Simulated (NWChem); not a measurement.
**One shape, several levels: C2H5Ge− (SMILES C=[CH][GeH2-])**

We compute a comparison of 5 runs (HF/STO-3G, HF/3-21G, HF/6-31G, B3LYP/6-31G*) of C2H5Ge−. 

The calculation is run with NWChem 7.3.0.

### 1 The system as given

C2H5Ge−: 8 atoms, total charge -1, spin state singlet. As SMILES, `C=[CH][GeH2-]`. The shape comes from GFN2-xTB, which is rough for such elements, and wasn't checked as a minimum. This is one conformer, not always the lowest.

Bond lengths: C1–C2 1.323 Å, C2–Ge3 2.019 Å, C1–H4 1.084 Å, C1–H5 1.095 Å, C2–H6 1.096 Å, Ge3–H7 1.688 Å, Ge3–H8 1.676 Å. Angles: C1–C2–Ge3 127.9°, C1–C2–H6 115.9°, Ge3–C2–H6 115.6°, C2–C1–H4 120.8°, C2–C1–H5 124.9°, C2–Ge3–H7 90.5°, C2–Ge3–H8 93.2°, H4–C1–H5 114.3°, H7–Ge3–H8 89.0°.

### 2 Energy and gradient at HF/STO-3G (run 1)

c2h5ge.nw

```
start c2h5ge
title "C2H5Ge hf"
memory stack 880 mb heap 220 mb global 1100 mb
charge -1

geometry noautosym nocenter noautoz
  C     -0.711790     1.012370     0.479350
  C     -0.552040    -0.211240     0.003670
  Ge     0.856560    -0.867380    -1.285720
  H      0.030060     1.780430     0.294800
  H     -1.561520     1.342010     1.086600
  H     -1.354590    -0.922480     0.230360
  H      1.219190    -2.155570    -0.256120
  H      2.074130     0.021860    -0.552940
end

basis spherical bse
  * library STO-3G
end

scf
  singlet
  rhf
  thresh 1e-08
  maxiter 80
end

task scf gradient
```

On the command line:

```console
$ nwchem c2h5ge.nw > c2h5ge.out
```

Standard output:

```text
[...]
  functions       =    33
[...]
  wavefunction    = RHF
[...]
         Total SCF energy =  -2129.234247788677
      One-electron energy =  -3307.915484553521
      Two-electron energy =   1025.070249882523
 Nuclear repulsion energy =    153.610986882321
        Time for solution =      1.4s
[...]
                         RHF ENERGY GRADIENTS
    atom               coordinates                        gradient
                 x          y          z           x          y          z
   1 C      -1.345088   1.913102   0.905840    0.003552   0.009552  -0.001782
   2 C      -1.043204  -0.399186   0.006935   -0.010777  -0.003418   0.018055
   3 Ge      1.618664  -1.639111  -2.429658   -0.043457   0.009531  -0.085658
   4 H       0.056805   3.364525   0.557091    0.004033  -0.000656  -0.001462
   5 H      -2.950845   2.536031   2.053376   -0.008354   0.003215   0.004772
   6 H      -2.559804  -1.743234   0.435317   -0.000613  -0.004594  -0.002732
   7 H       2.303935  -4.073437  -0.483997    0.013923  -0.040750   0.039730
   8 H       3.919537   0.041309  -1.044905    0.041693   0.027120   0.029078
[...]
```

Run time: 2.2 s. Hardware: 1 thread of AMD EPYC 9R45 (Zen 5), shared host; peak memory 0.1 GiB.

### 3 Energy and gradient at HF/3-21G (run 2)

c2h5ge.nw

```
start c2h5ge
title "C2H5Ge hf"
memory stack 880 mb heap 220 mb global 1100 mb
charge -1

geometry noautosym nocenter noautoz
C     -0.711790     1.012370     0.479350
C     -0.552040    -0.211240     0.003670
Ge     0.856560    -0.867380    -1.285720
H      0.030060     1.780430     0.294800
H     -1.561520     1.342010     1.086600
H     -1.354590    -0.922480     0.230360
H      1.219190    -2.155570    -0.256120
H      2.074130     0.021860    -0.552940
end

basis spherical bse
C library 3-21G
Ge library 3-21G
H library 3-21G
end

scf
thresh 1e-08
maxiter 80
noprint "final vectors analysis"
end

task scf gradient
```

On the command line:

```console
$ nwchem c2h5ge.nw > c2h5ge.out
```

Standard output:

```text
[...]
  functions       =    50
[...]
  wavefunction    = RHF
[...]
         Total SCF energy =  -2143.490606193030
      One-electron energy =  -3305.972395207860
      Two-electron energy =   1008.870802132509
 Nuclear repulsion energy =    153.610986882321
        Time for solution =      1.5s
[...]
                         RHF ENERGY GRADIENTS
    atom               coordinates                        gradient
                 x          y          z           x          y          z
   1 C      -1.345088   1.913102   0.905840    0.001609  -0.008359  -0.007046
   2 C      -1.043204  -0.399186   0.006935    0.011723   0.000715   0.007716
   3 Ge      1.618664  -1.639111  -2.429658   -0.012371   0.005051  -0.026374
   4 H       0.056805   3.364525   0.557091    0.003413   0.002594  -0.000491
   5 H      -2.950845   2.536031   2.053376   -0.006948   0.005407   0.004728
   6 H      -2.559804  -1.743234   0.435317   -0.005663  -0.003966   0.000141
   7 H       2.303935  -4.073437  -0.483997    0.002634  -0.002816   0.011358
   8 H       3.919537   0.041309  -1.044905    0.005603   0.001373   0.009968
[...]
```

Wall time 2.4 s (1 thread of AMD EPYC 9R45 (Zen 5), shared host); peak memory 0.098 GiB.

Runs 3 to 4 aren't shown in full; the table further down has their settings and results.

### 4 Energy and forces at B3LYP/6-31G(d) (Cartesian functions) (run 5)

input.nw

```
start input
memory 2200 mb
charge -1
geometry noautosym nocenter noautoz
  C    -0.711790    1.012370    0.479350
  C    -0.552040   -0.211240    0.003670
  Ge    0.856560   -0.867380   -1.285720
  H     0.030060    1.780430    0.294800
  H    -1.561520    1.342010    1.086600
  H    -1.354590   -0.922480    0.230360
  H     1.219190   -2.155570   -0.256120
  H     2.074130    0.021860   -0.552940
end
basis cartesian
  * library 6-31G*
end
dft
  xc b3lyp
  mult 1
  grid xfine
  convergence energy 1e-08
  maxiter 100
  mulliken
  noprint "final vectors analysis"
end
task dft gradient
```

On the command line:

```console
$ nwchem input.nw > input.out
```

Standard output:

```text
[...]
          Wavefunction type:  closed shell.
          No. of atoms     :     8
          No. of electrons :    50
[...]
          Charge           :    -1
          Spin multiplicity:     1
[...]
          AO basis - number of functions:    75
[...]
              XC Information
              --------------
                         B3LYP Method XC Potential
                     Hartree-Fock (Exact) Exchange  0.200
                        Slater Exchange Functional  0.800 local
                    Becke 1988 Exchange Functional  0.720 non-local
              Lee-Yang-Parr Correlation Functional  0.810
                  VWN I RPA Correlation Functional  0.190 local
[...]
 d= 0,ls=0.0,diis     1  -2155.4967593827 -2.31D+03  4.46D-02  1.15D+01     1.8
[...]
 d= 0,ls=0.0,diis    11  -2155.9579593003 -9.01D-10  3.32D-07  5.71D-10    15.5
         Total DFT energy =    -2155.957959300275
      One electron energy =    -3316.329046476299
           Coulomb energy =     1098.648763519033
    Exchange-Corr. energy =      -91.888663225331
 Nuclear repulsion energy =      153.610986882321
[...]
      Total Density - Mulliken Population Analysis
     ---------------------------------------------
    Atom       Charge   Shell Charges
 -----------   ------   -------------------------------------------------------
    1 C    6     6.37   1.99  0.70  2.06  0.55  1.05  0.01
    2 C    6     6.09   1.99  0.71  1.98  0.60  0.79  0.01
    3 Ge  32    32.52   2.00  1.99  6.00  1.93  5.99  1.38  1.86  0.37  0.84  6.92  2.97  0.27
    4 H    1     0.91   0.54  0.37
    5 H    1     0.96   0.54  0.42
    6 H    1     0.94   0.54  0.41
    7 H    1     1.11   0.47  0.65
    8 H    1     1.11   0.47  0.64
[...]
  wavefunction    = closed shell
                         DFT ENERGY GRADIENTS
    atom               coordinates                        gradient
                 x          y          z           x          y          z
   1 C      -1.345088   1.913102   0.905840    0.004504  -0.017106  -0.009087
   2 C      -1.043204  -0.399186   0.006935    0.002502   0.014199   0.008164
   3 Ge      1.618664  -1.639111  -2.429658   -0.014970   0.007386  -0.015674
   4 H       0.056805   3.364525   0.557091   -0.003779  -0.004935   0.000535
   5 H      -2.950845   2.536031   2.053376    0.001661   0.000992  -0.000871
   6 H      -2.559804  -1.743234   0.435317    0.001605   0.001631  -0.000505
   7 H       2.303935  -4.073437  -0.483997    0.001922  -0.005587   0.009832
   8 H       3.919537   0.041309  -1.044905    0.006555   0.003419   0.007607
[...]
```

Run time: 19 s. Hardware: 1 thread of AMD EPYC 9R45 (Zen 5), shared host; peak memory 0.14 GiB.

### 5 All runs side by side

| run | level | iteration cap | module | energy (Eh) | HOMO energy (eV) | LUMO energy (eV) | HOMO–LUMO gap (eV) | wall time |
| --- | --- | --- | --- | --- | --- | --- | --- | --- |
| 1 | HF/STO-3G | 80 | scf | -2129.234248 | 1.62 | 15.07 | 13.45 | 2.2 s |
| 2 | HF/3-21G | 80 | scf | -2143.490606 | – | – | – | 2.4 s |
| 3 | HF/6-31G | 80 | scf | -2153.578238 | -2.18 | 8.58 | 10.76 | 9.3 s |
| 4 | B3LYP/6-31G* (spherical functions) | 100 | dft | -2155.951210 | 0.13 | 5.47 | 5.34 | 17 s |
| 5 | B3LYP/6-31G* (Cartesian functions) | 100 | dft | -2155.957959 | – | – | – | 19 s |

### 6 Outcome

| quantity | value |
| --- | --- |
| run 5: total energy | -2155.95796 Eh |
| run 5: largest force on an atom | 1.177 eV/Å |

**Reading.** Over runs 1, 3, 4 the HOMO–LUMO gap runs from 5.34 eV (B3LYP/6-31G*) to 13.45 eV (HF/STO-3G). The two ends differ in method and basis. The empty levels of an anion lie above zero and hang on the basis. In runs 1, 4 the HOMO lies above zero, so the outermost electron may be held by the basis alone. In run 1 the basis is minimal, so the values are rough. All runs together took 51 s, the longest 19 s.
